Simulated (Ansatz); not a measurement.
# BFH5OSi: the cost of one run

Program: Ansatz 0.2.0 through its Python package. Level of theory: B3LYP/aug-cc-pVDZ. These are calculated values, not measurements.

**1. The system**

Bond lengths: B1–O2 1.480 Å, O2–Si3 1.727 Å, Si3–F4 1.687 Å, B1–H5 1.195 Å, B1–H6 1.191 Å, B1–H7 1.195 Å, Si3–H8 1.470 Å, Si3–H9 1.472 Å. Angles: B1–O2–Si3 108.1°, O2–B1–H5 111.2°, O2–B1–H6 108.6°, O2–B1–H7 111.2°, H5–B1–H6 107.5°, H5–B1–H7 110.7°, H6–B1–H7 107.5°, O2–Si3–F4 109.9°, O2–Si3–H8 109.0°, O2–Si3–H9 110.6°, F4–Si3–H8 108.9°, F4–Si3–H9 109.8°, H8–Si3–H9 108.5°.

No structure file is read: the coordinates are typed or built in the script.

**2. The script**

File run_bde.py:

```python
# -*- coding: utf-8 -*-
"""X-H bond energies of BFH5OSi(-) without relaxation."""

import ansatz as az


def total_energy(molecule, charge=0, unpaired=0):
    calc = molecule.calculation().basis(gaussian="aug-cc-pVDZ").functional("b3lyp")
    if charge:
        calc = calc.charge(charge)
    if unpaired:
        calc = calc.spin("collinear", total=unpaired)
    return calc.run().report["free_energy_ev"]

def without(molecule, index):
    rest = az.Crystal.molecule()
    for i, site in enumerate(molecule.cartesian_sites):
        if i != index:
            rest = rest.atom(site.symbol, site.position_ang)
    return rest


def main():
    bfh5osi = (
        az.Crystal.molecule()
        .atom("B", (-1.2765, -0.0235, -0.3284))
        .atom("O", (-0.0696, 0.7563, -0.684))
        .atom("Si", (1.2677, 0.11, 0.1979))
        .atom("F", (1.0916, 0.4502, 1.8412))
        .atom("H", (-1.5242, 0.0696, 0.8369))
        .atom("H", (-2.2048, 0.4201, -0.9283))
        .atom("H", (-1.1587, -1.1697, -0.6451))
        .atom("H", (2.508, 0.7323, -0.288))
        .atom("H", (1.3663, -1.3452, -0.0021))
    )

    whole = total_energy(bfh5osi, -1)
    hydrogen = total_energy(az.Crystal.molecule().atom("H", (0, 0, 0)), 0, 1)
    print(f"E(molecule) = {whole:.5f} eV, E(H) = {hydrogen:.5f} eV")
    for index in [6, 8]:
        radical = total_energy(without(bfh5osi, index), -1, 1)
        print(f"H{index}: homolysis {96.485332 * (radical + hydrogen - whole):.1f} kJ/mol")


if __name__ == "__main__":
    main()
```

**3. The calls as engine input**

The engine receives this input (first run):

```yaml
crystal:
  periodic: [false, false, false]
  atoms:
    - { symbol: B, position_ang: [-1.2765, -0.0235, -0.3284] }
    - { symbol: O, position_ang: [-0.0696, 0.7563, -0.684] }
    - { symbol: Si, position_ang: [1.2677, 0.11, 0.1979] }
    - { symbol: F, position_ang: [1.0916, 0.4502, 1.8412] }
    - { symbol: H, position_ang: [-1.5242, 0.0696, 0.8369] }
    - { symbol: H, position_ang: [-2.2048, 0.4201, -0.9283] }
    - { symbol: H, position_ang: [-1.1587, -1.1697, -0.6451] }
    - { symbol: H, position_ang: [2.508, 0.7323, -0.288] }
    - { symbol: H, position_ang: [1.3663, -1.3452, -0.0021] }
basis:
  gaussian:
    orbitals: aug-cc-pVDZ
hamiltonian:
  xc: b3lyp
total_charge: -1.0
```

**4. The run**

Command:

```bash
$ python run_bde.py
```

What time and memory should one allow on 1 thread of Arm Neoverse V2, shared host?

About 26 s, with a peak of 0.45 GiB.
